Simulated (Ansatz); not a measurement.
# CH4ClFOSi: up Jacob's ladder to CCSD(T)

An exercise on one series of results from a longer session: the logs are not shown, and one member is left open.

Computed with Ansatz 0.2.0, Gaussian basis. Level: functionals in def2-TZVPP, the program's frozen cores in correlated methods.

Levels to be run: LDA (SPW92), PBE-D4, revPBE-D4, BLYP-D4, r2SCAN-D4, B97M-V, PBE0-D4, B3LYP-D4, r2SCANh-D4, r2SCAN0-D4, HSE06-D4, BHLYP-D4, CAM-B3LYP-D4, LC-ωPBE, ωB97X-V, ωB97M-V, B2PLYP, PBE-QIDH; CCSD(T)/def2-SVP; CCSD(T)/def2-TZVPP; MP2/def2-QZVPP; extrapolation to the limit; RPA on PBE.

## The relaxed structure

All runs share one geometry, relaxed beforehand with PBE0-D4 in a triple-zeta def2 set.

SMILES `FC(Cl)O[SiH3]`, 9 atoms, charge 0, spin multiplicity 1.

Atoms are counted from 1 here; the program's logs count them from 0.

Bond lengths: F1–C2 1.359 Å, C2–Cl3 1.799 Å, C2–O4 1.340 Å, C2–H6 1.089 Å, O4–Si5 1.677 Å, Si5–H7 1.481 Å, Si5–H8 1.478 Å, Si5–H9 1.481 Å. Angles: F1–C2–Cl3 107.0°, F1–C2–O4 111.1°, F1–C2–H6 108.8°, Cl3–C2–O4 112.3°, Cl3–C2–H6 106.6°, O4–C2–H6 110.8°, C2–O4–Si5 126.7°, O4–Si5–H7 110.5°, O4–Si5–H8 103.7°, O4–Si5–H9 109.8°, H7–Si5–H8 111.5°, H7–Si5–H9 110.4°, H8–Si5–H9 110.7°.

Set-up of the first run:

File in.yaml:

```yaml
crystal:
  periodic: [false, false, false]
  atoms:
    - {symbol: F, position_ang: [1.574058, 1.019827, 0.123722]}
    - {symbol: C, position_ang: [1.150671, -0.135413, 0.701822]}
    - {symbol: Cl, position_ang: [1.872624, -1.489145, -0.237129]}
    - {symbol: O, position_ang: [-0.187071, -0.195666, 0.735266]}
    - {symbol: Si, position_ang: [-1.239224, 0.168705, -0.518810]}
    - {symbol: H, position_ang: [1.566255, -0.197582, 1.706792]}
    - {symbol: H, position_ang: [-0.799106, -0.485774, -1.771783]}
    - {symbol: H, position_ang: [-2.535976, -0.367537, -0.055552]}
    - {symbol: H, position_ang: [-1.313731, 1.636286, -0.701529]}
basis:
  gaussian: {orbitals: def2-TZVPP}
hamiltonian: {xc: lda}
output: {orbitals: {seedname: orbitals}}
```

Started as:

```
$ ansatz run in.yaml --threads 4 --pin off --events-out ev --progress --plain --max-ram 10444MiB
```

Among the steps run: LDA; PBE-D4 (GGA); revPBE-D4 (GGA); BLYP-D4 (GGA); r2SCAN-D4 (meta-GGA); B97M-V (meta-GGA); PBE0-D4 (hybrid); B3LYP-D4 (hybrid); r2SCANh-D4 (hybrid); r2SCAN0-D4 (hybrid); HSE06-D4 (hybrid); BHLYP-D4 (hybrid); CAM-B3LYP-D4 (range-separated); LC-ωPBE (range-separated); ωB97X-V (range-separated); ωB97M-V (range-separated); B2PLYP (double hybrid); PBE-QIDH (double hybrid).

One table of the session follows, with a row left open; its other results are not shown here.

It belongs to the step «Frontier levels by functional». 

```
  functional  HOMO (eV)  gap (eV)
 LDA (SPW92)      -7.60      6.47
      PBE-D4      -7.45      6.60
   revPBE-D4      -7.39      6.66
     BLYP-D4      -7.32      6.61
   r2SCAN-D4      -7.82      7.37
      B97M-V      -7.96      7.29
     PBE0-D4      -8.95      9.00
    B3LYP-D4      -8.69      8.53
  r2SCANh-D4      -8.37      8.25
  r2SCAN0-D4      -9.20      9.51
    HSE06-D4      -8.54      8.22
    BHLYP-D4     -10.33     11.27
CAM-B3LYP-D4     -10.37     11.42
     LC-ωPBE     -11.75     14.00
     ωB97X-V          ?         ?
     ωB97M-V     -11.25     13.03
```

Estimate the missing values for ωB97X-V.

The run gave: HOMO (eV): -11.40; gap (eV): 13.50. In the column «HOMO (eV)» it lies between LC-ωPBE (-11.75) and ωB97M-V (-11.25).
